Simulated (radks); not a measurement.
# The first electron to leave Al¹⁰⁺

Al¹⁰⁺ stands in [He] 2s1. From which sub-shell is an electron easiest to take? Each removal is a run of its own. The parent's configuration is the lowest that an earlier search found at this level.

Program: radks (a radial shooting solver on a logarithmic mesh, Libxc functionals) version 1. Level of theory: scalar-relativistic Kohn-Sham, r2SCAN, spin-polarised, spherical densities, finite nucleus; open shells are filled with parallel spins first. These are calculated values, not measurements, unless marked.

2 further runs of the same task are left out: 1 that didn't finish, 1 set aside as unsound or not needed.

**1. Starting point**

```
element            : aluminium (Z = 13)
charge             : +10
electrons          : 3
configuration      : [He] 2s1
nuclear rms radius : 3.061 fm
```

Outer shells as boxes (Hund's rule):

Al¹⁰⁺
```
[He] core
2s [↑ ]
```

**2. The parent, Al¹⁰⁺**

From an earlier run at this level the parent has E = -177.622610 hartree and these outer levels (eV):

| level | occupation | energy (eV) |
| --- | --- | --- |
| 1s up | 1 | -1952.7 |
| 1s down | 1 | -1950.0 |
| 2s up | 1 | -425.80 |

**3. Remove 2s: [He]**

Input:

```text
Z 13
configuration [He]
relativity scalar-relativistic
functional r2scan,r2scan
spin polarised
nucleus finite rms 3.061 fm
c 137.035999084
```

**4. Remove 1s: 1s1 2s1**

Settings, as their differences from step 3:

```diff
@@ -1,3 +1,3 @@
 Z 13
-configuration [He]
+configuration 1s1 2s1
 relativity scalar-relativistic
```

Q: Predict the outcome of this session. Wanted: for each run, case; final configuration; Δ-SCF; −ε of the level emptied.

**Answer**, as computed:

| case | final configuration | Δ-SCF (eV) | −ε of the level emptied (eV) |
| --- | --- | --- | --- |
| remove 2s | [He] | 441.61 | 425.80 |
| remove 1s | 1s1 2s1 | 2018.3 | 1950.0 |

The 2s electron leaves first, at 441.61 eV; the next cheapest, 1s, costs 2018.3 eV. 2s is also the highest occupied level of the parent. NIST lists 442.01 eV (theoretical), between the same two configurations. 
